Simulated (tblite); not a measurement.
# CH5ClFNOSi: the cost of one run

Computed with tblite 0.8.0 and PySCF 2.14.0; each step states its level. No surroundings beyond the atoms listed, unless a continuum is named. Atoms count from 0, parts from 1.

## Step 1: Starting point

11 atoms, charge 0, multiplicity 1; geometry: distance geometry start.

## Step 2: Geometry optimisation with GFN2-xTB

What the job is given:

```
{"job": {"kind": "relax", "xc": "GFN2-xTB", "basis": "xTB"}, "charge": 0, "multiplicity": 1}
Si     0.161552     1.527638     0.791636
Cl    -0.255461     3.507609     0.167026
N      1.260951     0.719835    -0.402583
O     -1.387421     0.619888     0.882785
C     -1.785493    -0.355734    -0.009171
F      0.858574     1.542952     2.296189
H      2.115001     1.214754    -0.617611
H      0.796373     0.265405    -1.222762
H     -2.763331    -0.627680     0.168799
H     -1.680576    -0.033036    -0.987949
H     -1.173669    -1.203247     0.108407
```

Level: GFN2-xTB geometry optimisation, gas phase.

Started as:

```console
$ OMP_NUM_THREADS=1 python cluster_run.py task.json out
```

The driver reads the jobs from task.json and runs them one after another.

**Question.** How long does this first job take on 1 thread of Intel Xeon 6975P-C, shared host?

About 1.3 s.
